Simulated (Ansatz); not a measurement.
# LaNi2As2: the cost of one run

Method: DFT PBEsol, scalar-relativistic, plane waves, PAW, in Ansatz 0.2.0.

1 further run of the same task is left out (set aside as unsound or not needed).

### Step 1. Starting point

The structure is tetragonal, space group I4/mmm (No. 139). Conventional cell: a = 4.150 Å, b = 4.150 Å, c = 10.180 Å, α = 90.00°, β = 90.00°, γ = 90.00°. La (site symmetry 4/mmm) is surrounded by 10 As at 3.24 to 3.71 Å and 8 Ni at 3.28 Å. Ni (site symmetry -4m2) is surrounded by 4 As at 2.38 Å. As (site symmetry 4mm) is surrounded by 4 Ni at 2.38 Å and 1 As at 2.75 Å and 4 La at 3.24 Å.

Structure file:

```xyz
5
Lattice="-2.0750 2.0750 5.0900 2.0750 -2.0750 5.0900 2.0750 2.0750 -5.0900" Properties=species:S:1:pos:R:3 pbc="T T T"
La    0.0000    0.0000    0.0000
Ni    2.0750    0.0000    2.5450
Ni    0.0000    2.0750    2.5450
As    0.0000    0.0000    6.4670
As    0.0000    0.0000    3.7131
```

It goes back to an entry of the Materials Project, which need not be the stable form.

It is the result of an earlier relaxation at this level (volume 17.53 Å³/atom; gap on the mesh: none (metal)).

### Step 2. Relaxing with PBEsol

File input.yaml:

```yaml
crystal:
  lattice:
    - [-2.075014579, 2.075014579, 5.0900447935]
    - [2.075014579, -2.075014579, 5.0900447935]
    - [2.075014579, 2.075014579, -5.0900447935]
  atoms:
    - { symbol: La, position: [0.0, 0.0, 0.0] }
    - { symbol: Ni, position: [0.25, 0.75, 0.5] }
    - { symbol: Ni, position: [0.75, 0.25, 0.5] }
    - { symbol: As, position: [0.635259018, 0.635259018, 0.0] }
    - { symbol: As, position: [0.364740982, 0.364740982, 0.0] }
basis:
  ecutwfc: 420
kpoints:
  mp_grid: { grid: [12, 12, 12] }
hamiltonian:
  xc: pbesol
scf:
  occupations: { method: gaussian, width: 0.1 }
output:
  forces: true
  stress: true
  eigenvalues: true
relax:
  adjacent_minimum: "off"
  f_tol: 0.005
  max_steps: 50
  cell: { stress_tol: 0.05 }
```

Command:

```console
$ ansatz run input.yaml --threads 2 --pin off --max-ram 5120MiB --backend cpu --events-out ev --progress --plain --runs-dir out
```

What time and memory should one allow on 2 threads of AMD EPYC (Zen 3), shared host?

About 5.1 min, with a peak of 0.8 GiB.
